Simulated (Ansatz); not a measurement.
# CH5ClInN: one species, many methods

An exercise on one series of results from a longer session: the logs are not shown, and one member is left open.

Program: Ansatz 0.2.0, Gaussian basis. Level of theory: functionals in def2-TZVPP, the program's frozen cores in correlated methods. These are calculated values, not measurements.

Plan: LDA (SPW92), PBE-D4, revPBE-D4, BLYP-D4, r2SCAN-D4, B97M-V, PBE0-D4, B3LYP-D4, r2SCANh-D4, r2SCAN0-D4, HSE06-D4, BHLYP-D4, CAM-B3LYP-D4, LC-ωPBE, ωB97X-V, ωB97M-V, B2PLYP, PBE-QIDH; CCSD(T)/def2-SVP; CCSD(T)/def2-TZVPP; MP2/def2-QZVPP; extrapolation to the limit; RPA on PBE.

## The relaxed structure

All runs share one geometry, relaxed beforehand with PBE0-D4 in a triple-zeta def2 set. In takes the def2 core potential; no spin-orbit term is included.

SMILES `C[NH][InH][Cl]`, 9 atoms, charge 0, spin multiplicity 1.

Atoms are counted from 1 here; the program's logs count them from 0.

Bond lengths: C1–N2 1.445 Å, C1–H5 1.097 Å, C1–H6 1.092 Å, C1–H7 1.097 Å, N2–In3 1.988 Å, N2–H8 1.007 Å, In3–Cl4 2.341 Å, In3–H9 1.692 Å. Angles: N2–C1–H5 112.2°, N2–C1–H6 109.9°, N2–C1–H7 112.1°, H5–C1–H6 107.3°, H5–C1–H7 107.8°, H6–C1–H7 107.3°, C1–N2–In3 126.8°, C1–N2–H8 113.6°, In3–N2–H8 119.6°, N2–In3–Cl4 108.7°, N2–In3–H9 131.4°, Cl4–In3–H9 119.8°.

Set-up of the first run:

in.yaml reads:

```yaml
crystal:
  periodic: [false, false, false]
  atoms:
    - {symbol: C, position_ang: [0.674218, 0.508034, -1.025377]}
    - {symbol: N, position_ang: [0.658102, -0.131229, 0.270691]}
    - {symbol: In, position_ang: [-0.947045, -0.653778, 1.321458]}
    - {symbol: Cl, position_ang: [-2.862209, -0.068501, 0.109856]}
    - {symbol: H, position_ang: [1.180302, -0.103758, -1.782617]}
    - {symbol: H, position_ang: [-0.347924, 0.672808, -1.371900]}
    - {symbol: H, position_ang: [1.170641, 1.486140, -0.997919]}
    - {symbol: H, position_ang: [1.576195, -0.310832, 0.643631]}
    - {symbol: H, position_ang: [-1.102282, -1.398894, 2.832177]}
basis:
  gaussian: {orbitals: def2-TZVPP}
hamiltonian: {xc: lda}
output: {orbitals: {seedname: orbitals}}
```

Launch:

```sh
$ ansatz run in.yaml --threads 4 --pin off --events-out ev --progress --plain --max-ram 10444MiB
```

Steps of the session up to this table: LDA; PBE-D4 (GGA); revPBE-D4 (GGA); BLYP-D4 (GGA); r2SCAN-D4 (meta-GGA); B97M-V (meta-GGA); B3LYP-D4 (hybrid); r2SCANh-D4 (hybrid); r2SCAN0-D4 (hybrid); HSE06-D4 (hybrid); BHLYP-D4 (hybrid); CAM-B3LYP-D4 (range-separated); LC-ωPBE (range-separated); ωB97X-V (range-separated); ωB97M-V (range-separated); B2PLYP (double hybrid); PBE-QIDH (double hybrid).

One table of the session follows, with a row left open; its other results are not shown here.

It belongs to the step «Frontier levels by functional». 

| functional | HOMO (eV) | gap (eV) |
| --- | --- | --- |
| LDA (SPW92) | -5.65 | 3.61 |
| PBE-D4 | -5.48 | 3.68 |
| revPBE-D4 | -5.41 | 3.72 |
| BLYP-D4 | -5.38 | 3.62 |
| r2SCAN-D4 | -5.71 | 4.16 |
| B97M-V | -5.79 | 3.97 |
| PBE0-D4 | -6.73 | 5.61 |
| B3LYP-D4 | -6.53 | 5.15 |
| r2SCANh-D4 | -6.18 | 4.87 |
| r2SCAN0-D4 | -6.90 | 5.94 |
| HSE06-D4 | -6.33 | 4.85 |
| BHLYP-D4 | ? | ? |
| CAM-B3LYP-D4 | -8.12 | 7.78 |
| LC-ωPBE | -9.48 | 10.20 |
| ωB97X-V | -9.13 | 9.72 |
| ωB97M-V | -9.04 | 9.34 |

Q: Estimate the row for BHLYP-D4 from the others.

Worked estimate for «HOMO (eV)». Against the share of exact exchange, BLYP-D4 (0, -5.38), B3LYP-D4 (0.2, -6.53) give a slope of -5.75 per unit share; at 0.5 the line stands at -8.25.

The run gave: HOMO (eV): -7.94; gap (eV): 7.42. In «HOMO (eV)» the line misses by -0.31.
